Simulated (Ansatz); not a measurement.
# C2HF3O2: the cost of one run

Computed with Ansatz 0.2.0 (the levels named in each step, unless a step's input says otherwise).

### 1 Starting point

Bond lengths: O1–C2 1.190 Å, C2–O3 1.317 Å, C2–C4 1.560 Å, C4–F5 1.336 Å, C4–F6 1.329 Å, C4–F7 1.337 Å, O3–H8 0.973 Å. Angles: O1–C2–O3 127.1°, O1–C2–C4 123.6°, O3–C2–C4 109.4°, C2–O3–H8 112.2°, C2–C4–F5 111.0°, C2–C4–F6 111.5°, C2–C4–F7 111.0°, F5–C4–F6 107.9°, F5–C4–F7 107.5°, F6–C4–F7 107.8°.

As a file:

```xyz
8

O     1.1971    1.4701   -0.5503
C     0.9297    0.4126   -0.0735
O     1.7670   -0.4510    0.4618
C    -0.5203   -0.1565    0.0044
F    -0.6162   -1.3163   -0.6526
F    -1.4025    0.6856   -0.5242
F    -0.8790   -0.3819    1.2727
H     2.6873   -0.1354    0.4350
```

### 2 A rough first relaxation, PBE-D4/def2-SVP

This run stands in another session on the same molecule. It ended at:

```xyz
8

O     1.2064    1.4647   -0.5464
C     0.9187    0.3945   -0.0667
O     1.7741   -0.4866    0.4800
C    -0.5279   -0.1618    0.0066
F    -0.6134   -1.3288   -0.6641
F    -1.3831    0.7116   -0.5343
F    -0.8806   -0.3807    1.2898
H     2.6688   -0.0856    0.4083
```

### 3 Relaxation, HF/STO-3G

The input, input.yaml:

```yaml
crystal:
  periodic: [false, false, false]
  atoms:
    - { symbol: O, position_ang: [1.2063583, 1.46472567, -0.54643185] }
    - { symbol: C, position_ang: [0.91870204, 0.3945085, -0.06666771] }
    - { symbol: O, position_ang: [1.77411644, -0.48663415, 0.4800184] }
    - { symbol: C, position_ang: [-0.52790698, -0.16178682, 0.00656325] }
    - { symbol: F, position_ang: [-0.6134075, -1.32881915, -0.66405238] }
    - { symbol: F, position_ang: [-1.38307078, 0.71159242, -0.53426622] }
    - { symbol: F, position_ang: [-0.88055242, -0.3807025, 1.28983752] }
    - { symbol: H, position_ang: [2.6688109, -0.08563398, 0.40829899] }
basis:
  gaussian: { orbitals: STO-3G }
hamiltonian:
  xc: hf
relax:
  f_tol: 0.002
  max_steps: 150
```

Command:

```sh
$ ansatz run input.yaml --threads 4 --pin off --max-ram 10240MiB --backend cpu --events-out ev --progress --plain --runs-dir out
```

What time and memory should one allow on 4 threads of AMD EPYC (Zen 3), shared host?

About 6.5 s, with a peak of 0.12 GiB.
